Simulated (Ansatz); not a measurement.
# CH5B: the cost of one run

Computed with Ansatz 0.2.0, Gaussian basis. Level: PBE0-D4/def2-TZVP structures, single points in def2-TZVPP, no counterpoise correction.

Levels: SPW92, PBE-D4, BLYP-D4, r2SCAN-D4, B97M-V, PBE0-D4, B3LYP-D4, r2SCAN0-D4, BHLYP-D4, CAM-B3LYP-D4, wB97X-V, wB97M-V, B2PLYP, PBE-QIDH, RPA on PBE, Hartree-Fock, MP2, CCSD, CCSD(T).

Cores are frozen in the correlated methods. B3LYP uses VWN-RPA correlation. B2PLYP carries no dispersion term here.

113 further runs of the same task are left out: 113 set aside as unsound or not needed.

### Step 1. Starting geometry

The complex: 13 atoms, charge 0, spin multiplicity 1.

Atoms are counted from 1 here; the program's logs count them from 0.

Bond lengths: B1–C2 1.614 Å, B1–H3 1.215 Å, B1–H4 1.216 Å, B1–N6 1.641 Å, C2–H9 1.101 Å, C2–H10 1.103 Å, C2–H11 1.093 Å, H5–N6 1.017 Å, N6–H12 1.016 Å, N6–H13 1.014 Å, H7–F8 0.935 Å. Angles: C2–B1–H3 113.3°, C2–B1–H4 113.0°, C2–B1–N6 109.5°, H3–B1–H4 111.9°, H3–B1–N6 104.4°, H4–B1–N6 103.9°, B1–C2–H9 114.2°, B1–C2–H10 113.8°, B1–C2–H11 109.7°, H9–C2–H10 109.7°, H9–C2–H11 104.6°, H10–C2–H11 103.9°, B1–N6–H5 112.6°, B1–N6–H12 111.5°, B1–N6–H13 109.5°, H5–N6–H12 106.4°, H5–N6–H13 108.6°, H12–N6–H13 108.0°.

Coordinates:

```xyz
13
CH9BFN
B    -0.2237   -0.9857    0.3258
C     0.8065    0.0541    1.0052
H     0.3268   -1.9366   -0.1937
H    -1.1135   -1.3325    1.0785
H    -0.3805    0.1614   -1.5903
N    -1.0146   -0.2470   -0.9079
H     0.9245    1.6836   -0.3177
F     0.6240    2.1274   -1.0837
H     0.3391    0.9869    1.3577
H     1.6809    0.2906    0.3756
H     1.2424   -0.3931    1.9027
H    -1.6027    0.5104   -0.5723
H    -1.6090   -0.9195   -1.3801
```

Its parts: CH₅B holds atoms 1, 2, 3, 4, 9, 10, 11; NH₃ holds atoms 5, 6, 12, 13; HF holds atoms 7, 8. Each part counts its atoms afresh in its own runs.

### Step 2. Relaxing CH₅B alone

File relax-a/in.yaml:

```yaml
crystal:
  periodic: [false, false, false]
  atoms:
    - {symbol: B, position_ang: [-0.223680, -0.985720, 0.325828]}
    - {symbol: C, position_ang: [0.806464, 0.054129, 1.005157]}
    - {symbol: H, position_ang: [0.326769, -1.936607, -0.193669]}
    - {symbol: H, position_ang: [-1.113547, -1.332454, 1.078459]}
    - {symbol: H, position_ang: [0.339062, 0.986864, 1.357730]}
    - {symbol: H, position_ang: [1.680882, 0.290603, 0.375591]}
    - {symbol: H, position_ang: [1.242368, -0.393136, 1.902696]}
basis:
  gaussian: {orbitals: def2-TZVP}
hamiltonian: {xc: pbe0, dispersion: d4}
relax: {f_tol: 0.005, max_steps: 200}
```

Command:

```sh
ansatz run in.yaml --threads 4 --pin off --events-out ev --progress --plain --max-ram 9574MiB
```

**Question.** How long does this run take on 4 threads of Intel Xeon at 2.50GHz, shared host?

About 8 s.
